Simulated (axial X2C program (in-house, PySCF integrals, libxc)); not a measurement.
# CGeO: bond lengths and stretches, held linear

An exercise on one series of results from a longer session: the logs are not shown, and one member is left open.

Method: all-electron X2C, two-component (2c) or spin-free, C dyall-v3z, Ge dyall-v3z, O dyall-av3z; program: an in-house X2C program for linear molecules on PySCF integrals.

All values are calculated.

2 further runs of the same task are left out: 2 set aside as unsound or not needed.

Set-up of the first run:

task.json reads:

```json
{
 "zs": [
  6,
  32,
  8
 ],
 "q": 0,
 "bas": [
  "dyall-v3z",
  "dyall-v3z",
  "dyall-av3z"
 ],
 "r0": [
  1.78,
  1.68
 ],
 "symm": 0,
 "scan": [
  "PBE0",
  "HF",
  "LDA"
 ],
 "levels": [
  "PBE0",
  "HF",
  "TPSSh"
 ],
 "nst": 2
}
```

Keys: zs atomic numbers; q charge; bas basis sets; r0 starting distance in Å; symm equal bonds; scan levels of the two-bond scan (MP2 follows by itself at each HF point); levels methods; nst determinants followed.

Command:

```sh
> python solin.py task.json out
```

Masses C 12.000, Ge 73.921, O 15.995 u.

Among the steps run: Scan at PBE0, 2c; Scan at HF, 2c; Scan at LDA, 2c.

One of the session's tables, all rows but one given; the rest of the session is left out.

```
          level  r(C–Ge) (Å)  r(Ge–O) (Å)  lower stretch (cm⁻¹)  upper stretch (cm⁻¹)
       PBE0, 2c            ?            ?                     ?                     ?
         HF, 2c        1.996        1.581                 262.8                1112.6
        LDA, 2c        1.887        1.624                 609.2                 967.1
        MP2, 2c        1.915        1.631                 605.3                 985.3
PBE0, spin-free        1.908        1.614                 588.9                1013.9
  HF, spin-free        1.995        1.581                 266.0                1112.9
 LDA, spin-free        1.887        1.624                 609.5                 967.3
 MP2, spin-free        1.915        1.631                 605.3                 985.3
```

Q: Estimate the row for PBE0, 2c from the others.

**Answer.** r(C–Ge) (Å): 1.908; r(Ge–O) (Å): 1.615; lower stretch (cm⁻¹): 588.6; upper stretch (cm⁻¹): 1013.6.

Scans not shown above were run alike.

To keep in mind: The molecule was held linear; bending was not examined, so a bent shape may lie lower.
